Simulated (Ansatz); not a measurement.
# C4H12O4Zr: how energies converge with the basis set

One table from this session's results is given with a row withheld; the runs are named, their logs left out.

Method: one geometry, several basis sets; program: Ansatz 0.2.0, Gaussian basis.

The runs, in order: PBE0-D4/def2-SVP; ωB97M-V/def2-SVP; PBE0-D4/def2-QZVPP; ωB97M-V/def2-QZVPP; the functionals' def2-TZVPP values are taken from earlier runs.

**The relaxed structure**

An earlier PBE0-D4 in a triple-zeta def2 set relaxation fixed the geometry. Zr takes the def2 core potential; no spin-orbit term is included.

SMILES `C[O][Zr]([O]C)([O]C)[O]C`, 21 atoms, charge 0, spin multiplicity 1.

Atoms are counted from 1 here; the program's logs count them from 0.

Bond lengths: C1–O2 1.385 Å, C1–H10 1.096 Å, C1–H11 1.096 Å, C1–H12 1.096 Å, O2–Zr3 1.928 Å, Zr3–O4 1.928 Å, Zr3–O6 1.928 Å, Zr3–O8 1.928 Å, O4–C5 1.384 Å, C5–H13 1.096 Å, C5–H14 1.096 Å, C5–H15 1.096 Å, O6–C7 1.384 Å, C7–H16 1.096 Å, C7–H17 1.096 Å, C7–H18 1.096 Å, O8–C9 1.384 Å, C9–H19 1.096 Å and more. Angles: O2–C1–H10 110.9°, O2–C1–H11 110.9°, O2–C1–H12 110.9°, H10–C1–H11 108.1°, H10–C1–H12 108.1°, H11–C1–H12 108.0°, C1–O2–Zr3 180.0°, O2–Zr3–O4 109.5°, O2–Zr3–O6 109.5°, O2–Zr3–O8 109.5°, O4–Zr3–O6 109.5°, O4–Zr3–O8 109.5°, O6–Zr3–O8 109.5°, Zr3–O4–C5 179.9°, O4–C5–H13 110.9°, O4–C5–H14 110.9°, O4–C5–H15 110.9°, H13–C5–H14 108.0° and more.

Set-up of the first run:

in.yaml

```yaml
crystal:
  periodic: [false, false, false]
  atoms:
    - {symbol: C, position_ang: [2.282674, 1.554365, -1.828997]}
    - {symbol: O, position_ang: [1.328497, 0.904777, -1.064514]}
    - {symbol: Zr, position_ang: [0.000027, -0.000005, -0.000028]}
    - {symbol: O, position_ang: [-0.959247, -1.257574, -1.102254]}
    - {symbol: C, position_ang: [-1.648726, -2.159303, -1.894929]}
    - {symbol: O, position_ang: [-1.233905, 1.292897, 0.722753]}
    - {symbol: C, position_ang: [-2.120464, 2.220137, 1.243394]}
    - {symbol: O, position_ang: [0.864768, -0.940120, 1.443932]}
    - {symbol: C, position_ang: [1.486518, -1.615183, 2.480524]}
    - {symbol: H, position_ang: [2.105650, 2.636301, -1.837552]}
    - {symbol: H, position_ang: [2.260823, 1.198328, -2.865699]}
    - {symbol: H, position_ang: [3.288620, 1.377826, -1.430374]}
    - {symbol: H, position_ang: [-2.718886, -1.922035, -1.915813]}
    - {symbol: H, position_ang: [-1.275865, -2.137656, -2.925694]}
    - {symbol: H, position_ang: [-1.534620, -3.180909, -1.513781]}
    - {symbol: H, position_ang: [-3.143207, 2.014395, 0.906311]}
    - {symbol: H, position_ang: [-2.112605, 2.195130, 2.339424]}
    - {symbol: H, position_ang: [-1.855516, 3.235161, 0.924820]}
    - {symbol: H, position_ang: [1.134327, -1.248590, 3.451889]}
    - {symbol: H, position_ang: [2.573454, -1.477804, 2.439463]}
    - {symbol: H, position_ang: [1.277692, -2.690136, 2.427125]}
basis:
  gaussian: {orbitals: def2-SVP}
hamiltonian: {xc: pbe0, dispersion: d4}
output: {orbitals: {seedname: orbitals}}
```

Run with:

```
$ ansatz run in.yaml --threads 4 --pin off --events-out ev --progress --plain --max-ram 46080MiB --backend cpu
```

Steps of the session up to this table: PBE0-D4 in def2-SVP; ωB97M-V in def2-SVP; PBE0-D4 in def2-QZVPP; ωB97M-V in def2-QZVPP.

One table of the session follows, with a row left open; its other results are not shown here.

It belongs to the step «Functionals by basis». 

| functional | basis | HOMO (eV) | LUMO (eV) |
| --- | --- | --- | --- |
| PBE0-D4 | def2-SVP | -7.38 | 0.35 |
| PBE0-D4 | def2-TZVPP | -7.51 | 0.10 |
| PBE0-D4 | def2-QZVPP | -7.54 | 0.03 |
| ωB97M-V | def2-SVP | -9.74 | 1.31 |
| ωB97M-V | def2-TZVPP | ? | ? |
| ωB97M-V | def2-QZVPP | -9.90 | 0.82 |

Estimate the missing values for ωB97M-V, def2-TZVPP.

As computed: HOMO (eV): -9.87; LUMO (eV): 0.95. In the column «HOMO (eV)» it lies between ωB97M-V, def2-QZVPP (-9.90) and ωB97M-V, def2-SVP (-9.74).
